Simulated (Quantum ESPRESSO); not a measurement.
**SiSe: zone-centre phonons under several settings**

```
Si Se
1.0
     3.59520    0.00000    0.00000
    -1.79760    3.11353    0.00000
     0.00000    0.00000    3.59873
Si Se
1 1
Cartesian
  1.7976 1.0378 1.7994
  0.0000 0.0000 0.0000
```

The cell was built by a generator and needn't be a form met in nature.

All runs used Quantum ESPRESSO 7.5; k mesh 6 × 6 × 4, shifted; relaxed cell; no spin polarisation; cutoff 1170 eV; occupations fermi-dirac, width 0.05 eV.

| level | potentials | volume (Å³/atom) | pressure (GPa) | lowest optical mode without the field (cm⁻¹) | highest optical mode without the field (cm⁻¹) |
| --- | --- | --- | --- | --- | --- |
| LDA | PseudoDojo 0.4.1 SR LDA standard | 18.53 | 0.0 | 147i | 103 |
| PBE | PseudoDojo 0.4.1 SR PBE standard | 20.27 | 0.0 | 263i | 53i |
| PBEsol | PseudoDojo 0.4.1 SR PBEsol standard | 18.81 | 0.0 | 146i | 102 |
| AM05 | PseudoDojo 0.4.1 SR PBE standard | ? | 0.0 | ? | ? |
| RPBE | PseudoDojo 0.4.1 SR PBE standard | 21.87 | 0.1 | 233i | 26i |

Problem. What stands in the row left open?

Solution. Volume 18.62 Å³/atom; lowest optical mode without the field 133i cm⁻¹; highest optical mode without the field 96 cm⁻¹.

Values marked i are imaginary: the cell is unstable against those modes at that level, or the meshes are too thin.

Caveats: all runs use coarse meshes; the mesh is thin for the phonons of a metal; some modes are imaginary; the potentials were made for another functional, which shifts forces and pressure (some runs).

For the row left open. Caveat: the k mesh is coarse (spacing up to 0.44 Å⁻¹), so the values aren't converged; the mesh is thin for the phonons of a metal; the potentials were made for another functional, which shifts forces and pressure; some modes are imaginary.
